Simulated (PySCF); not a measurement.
# C4H5Al: the cost of one run

Computed with PySCF 2.14.0. Level: levels as typed in each script, gas phase, geometry from GFN2-xTB.

### Step 1. Where the work starts

SMILES `[AlH]1C=CC=C1`, 10 atoms, charge 0, spin multiplicity 1.

Bond lengths: Al1–C2 1.967 Å, Al1–C5 1.966 Å, Al1–H6 1.542 Å, C2–C3 1.352 Å, C2–H7 1.085 Å, C3–C4 1.464 Å, C3–H8 1.087 Å, C4–C5 1.352 Å, C4–H9 1.087 Å, C5–H10 1.085 Å. Angles: C2–Al1–C5 94.8°, C2–Al1–H6 132.5°, C5–Al1–H6 132.6°, Al1–C2–C3 100.6°, Al1–C2–H7 141.3°, C3–C2–H7 118.1°, C2–C3–C4 122.0°, C2–C3–H8 122.6°, C4–C3–H8 115.4°, C3–C4–C5 122.0°, C3–C4–H9 115.4°, C5–C4–H9 122.6°, Al1–C5–C4 100.6°, Al1–C5–H10 141.3°, C4–C5–H10 118.1°.

Coordinates:

```xyz
10
charge 0, multiplicity 1
Al   -1.28306    0.00008    0.00000
C     0.04796    1.44830    0.00000
C     1.19506    0.73188    0.00000
C     1.19466   -0.73238    0.00000
C     0.04715   -1.44817    0.00000
H    -2.82490    0.00211    0.00000
H     0.12165    2.53048    0.00000
H     2.17720    1.19803    0.00000
H     2.17654   -1.19908    0.00000
H     0.12024   -2.53038    0.00000
```

### Step 2. The π active space (6-31+g*)

File input.py:

```python
import numpy as np
from pyscf import gto, scf, dft, mcscf, mrpt
from pyscf.mcscf import avas

def solve(mol, dm0=None, hcore=None):
    mf = scf.ROHF(mol) if mol.spin else scf.RHF(mol)
    mf = mf.density_fit(auxbasis='def2-universal-jkfit')
    mf.conv_tol, mf.max_cycle = 1e-8, 80
    if hcore is not None:
        mf.get_hcore = lambda *args: hcore
    mf.kernel(dm0)
    if not mf.converged:
        mf = mf.newton().run(mf.mo_coeff, mf.mo_occ, max_cycle=30)
    assert mf.converged, 'SCF not converged'
    return mf

mol = gto.M(atom='''
Al    -1.28306     0.00008     0.00000
C      0.04796     1.44830     0.00000
C      1.19506     0.73188     0.00000
C      1.19466    -0.73238     0.00000
C      0.04715    -1.44817     0.00000
H     -2.82490     0.00211     0.00000
H      0.12165     2.53048     0.00000
H      2.17720     1.19803     0.00000
H      2.17654    -1.19908     0.00000
H      0.12024    -2.53038     0.00000
''', basis='6-31+g*', charge=0, spin=0, verbose=4)
mf = solve(mol)
ncas, nel, orbs = avas.avas(mf, ['C 2pz'], threshold=0.5, openshell_option=3)
print('active space', nel, ncas)
assert 2 <= ncas <= 10, 'active space too large or empty'
mc = mcscf.CASSCF(mf, ncas, nel)
mc.natorb, mc.max_cycle_macro = True, 60
mc.fix_spin_(ss=mol.spin / 2 * (mol.spin / 2 + 1))
mc.kernel(orbs)
occ = mc.mo_occ[mc.ncore:mc.ncore + ncas]
print('natural occupations', occ.round(4))
e2 = mrpt.NEVPT(mc).kernel()
out = dict(c=mc.mo_coeff[:, mc.ncore:mc.ncore + ncas], occ=occ, e=mc.e_tot, e2=e2, ehf=mf.e_tot, ok=mc.converged, nel=nel, w0=abs(mc.ci).max() ** 2, dm=mc.make_rdm1())
# the other spin state at the same geometry
other = mol.copy().set(spin=2).build()
mo = scf.ROHF(other).density_fit(auxbasis='def2-universal-jkfit').run()
na = (nel + other.spin) // 2
m2 = mcscf.CASSCF(mo, ncas, (na, nel - na))
m2.natorb = True
m2.fix_spin_(ss=other.spin / 2 * (other.spin / 2 + 1))
m2.kernel(mc.mo_coeff)
e2o = mrpt.NEVPT(m2).kernel()
print('other state above this one / eV: CASSCF', (m2.e_tot - mc.e_tot) * 27.211386, 'NEVPT2', (m2.e_tot + e2o - mc.e_tot - e2) * 27.211386)
np.savez('result.npz', eo=m2.e_tot, e2o=e2o, oko=m2.converged, occo=m2.mo_occ[mc.ncore:mc.ncore + ncas], co=m2.mo_coeff[:, mc.ncore:mc.ncore + ncas], **out)
```

On the command line:

```sh
$ OMP_NUM_THREADS=1 python input.py
```

**Question.** How long does this run take on 1 thread of AMD EPYC 7R43 (Zen 3), shared host, and how much memory does it need?

About 25 s, with a peak of 0.26 GiB.
